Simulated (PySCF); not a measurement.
# C4H6Al: the cost of one run

Program: PySCF 2.14.0. Level of theory: levels as typed in each script, gas phase, geometry from GFN2-xTB. These are calculated values, not measurements.

### 1 The system as given

SMILES `C#C/C=[CH]\[AlH3-]`, 11 atoms, charge -1, spin multiplicity 1.

Bond lengths: C1–C2 1.203 Å, C1–H6 1.050 Å, C2–C3 1.410 Å, C3–C4 1.341 Å, C3–H7 1.099 Å, C4–Al5 2.052 Å, C4–H8 1.104 Å, Al5–H9 1.616 Å, Al5–H10 1.623 Å, Al5–H11 1.614 Å. Angles: C2–C1–H6 175.1°, C1–C2–C3 174.5°, C2–C3–C4 123.1°, C2–C3–H7 113.2°, C4–C3–H7 123.7°, C3–C4–Al5 132.4°, C3–C4–H8 112.7°, Al5–C4–H8 114.9°, C4–Al5–H9 111.0°, C4–Al5–H10 104.4°, C4–Al5–H11 111.1°, H9–Al5–H10 110.1°, H9–Al5–H11 110.0°, H10–Al5–H11 110.1°.

Coordinates:

```xyz
11
charge -1, multiplicity 1
C     2.44859    0.94282    0.00032
C     1.65871    0.03543   -0.00035
C     0.83889   -1.11200   -0.00048
C    -0.50112   -1.05361    0.00073
Al   -1.81728    0.52008    0.00003
H     3.06825    1.79027    0.00129
H     1.40829   -2.05199   -0.00069
H    -0.97012   -2.05257    0.00098
H    -1.63492    1.42678   -1.32552
H    -3.28152   -0.17974    0.00138
H    -1.63573    1.43031    1.32081
```

### 2 Removing and adding an electron (B3LYP/def2-svpd)

input.py

```python
import numpy as np
from pyscf import gto, scf, dft
from pyscf.scf import atom_ks, atom_hf
from scipy.linalg import block_diag

def solve(mol, dm0=None, hcore=None):
    mf = (dft.UKS if mol.spin else dft.RKS)(mol, xc='b3lyp')
    mf.grids.level = 3
    mf = mf.density_fit(auxbasis='def2-universal-jkfit')
    mf.conv_tol, mf.max_cycle = 1e-8, 80
    if hcore is not None:
        mf.get_hcore = lambda *args: hcore
    mf.kernel(dm0)
    if not mf.converged:
        mf = mf.newton().run(mf.mo_coeff, mf.mo_occ, max_cycle=30)
    assert mf.converged, 'SCF not converged'
    return mf

mol = gto.M(atom='''
C      2.44859     0.94282     0.00032
C      1.65871     0.03543    -0.00035
C      0.83889    -1.11200    -0.00048
C     -0.50112    -1.05361     0.00073
Al    -1.81728     0.52008     0.00003
H      3.06825     1.79027     0.00129
H      1.40829    -2.05199    -0.00069
H     -0.97012    -2.05257     0.00098
H     -1.63492     1.42678    -1.32552
H     -3.28152    -0.17974     0.00138
H     -1.63573     1.43031     1.32081
''', basis='def2-svpd', charge=-1, spin=0, verbose=4)
mf = solve(mol)
out = dict(e0=mf.e_tot, dm0=mf.make_rdm1(), c=mf.mo_coeff, occ=mf.mo_occ, eps=mf.mo_energy)
for name, dq, spin in [('cation', 1, 1)]:
    ion = mol.copy().set(charge=mol.charge + dq, spin=spin).build()
    mi = solve(ion)
    if spin and dq > 0 and mol.nao < 130:
        c, _, stable, _ = mi.stability(return_status=True)
        if not stable:
            mi = solve(ion, mi.make_rdm1(c, mi.mo_occ))
    print(name, 'vertical energy change / eV', (mi.e_tot - mf.e_tot) * 27.211386)
    out.update({'e_' + name: mi.e_tot, 'dm_' + name: mi.make_rdm1(), 's2_' + name: mi.spin_square()[0], 'eps_' + name: mi.mo_energy, 'occ_' + name: mi.mo_occ})
# spherically averaged free atoms, for the promolecule
atm = atom_ks.get_atm_nrks(mol, xc='b3lyp')
pro = block_diag(*[(atm[a[0]][2] * atm[a[0]][3]) @ atm[a[0]][2].T for a in mol._atom])
np.savez('result.npz', pro=pro, **out)
```

Launch:

```console
OMP_NUM_THREADS=1 python input.py
```

**Question.** How long does this run take on 1 thread of Arm Neoverse V2, shared host, and how much memory does it need?

About 63 s, with a peak of 0.65 GiB.
